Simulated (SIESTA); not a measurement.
Crystal: TiCuSn.

```
Sn Cu Ti
1.0
     4.38903    0.00000    0.00000
    -2.19451    3.80101    0.00000
     0.00000    0.00000    6.00583
Sn Cu Ti
2 2 2
Direct
  0.33333 0.66667 0.24355
  0.66667 0.33333 0.74355
  0.33333 0.66667 0.77983
  0.66667 0.33333 0.27983
  0.00000 0.00000 0.99862
  0.00000 0.00000 0.49862
```

The cell comes from a database or a generator and needn't be the stable form of this composition.

- Program: SIESTA 5.4.2
- Task: single point
- Functional: PBEsol
- Potentials or basis: PseudoDojo 0.4 standard (PBEsol files)
- Basis: DZP (energy shift 0.003 Ry; two zetas on semicore shells)
- Grid cutoff: 800 Ry
- Energy shift: 0.003 Ry
- k mesh: 7 × 7 × 5
- Occupations: fermi-dirac, width 0.05 eV
- Spin: no spin polarisation

On this cell: pressure -1.5 GPa; largest force 0.029 eV/Å; band gap on the k mesh none (metal or under the smearing width).

The same run follows on a disturbed copy (atoms moved at random, drawn with an rms of 0.05 Å):

```
Sn Cu Ti
1.0
     4.38903    0.00000    0.00000
    -2.19451    3.80101    0.00000
     0.00000    0.00000    6.00583
Sn Cu Ti
2 2 2
Direct
  0.32582 0.65740 0.24447
  0.67419 0.32282 0.74091
  0.32765 0.66141 0.77304
  0.66187 0.32689 0.28280
  0.00533 0.00584 0.99977
  0.99752 0.00404 0.50127
```

What changes?

The energy (extrapolated to zero smearing) moves by +9.1 meV/atom; pressure -1.3 GPa; largest force 0.930 eV/Å; band gap on the k mesh none (metal or under the smearing width).

Forces in eV/Å, atoms in the order of the input:
```
Sn   0.119  0.334 -0.102
Sn  -0.831  0.373  0.189
Cu   0.484 -0.031  0.124
Cu  -0.064 -0.012 -0.055
Ti  -0.007 -0.342 -0.029
Ti   0.297 -0.323 -0.128
```

Stress tensor (GPa, compression positive):
```
-0.87  0.49  0.03
 0.49 -0.74 -0.03
 0.03 -0.03 -2.31
```

Caveats: short orbitals over semicore shells can move pressures by several GPa; the basis of atomic orbitals isn't converged, which shifts pressures, moduli and gaps.
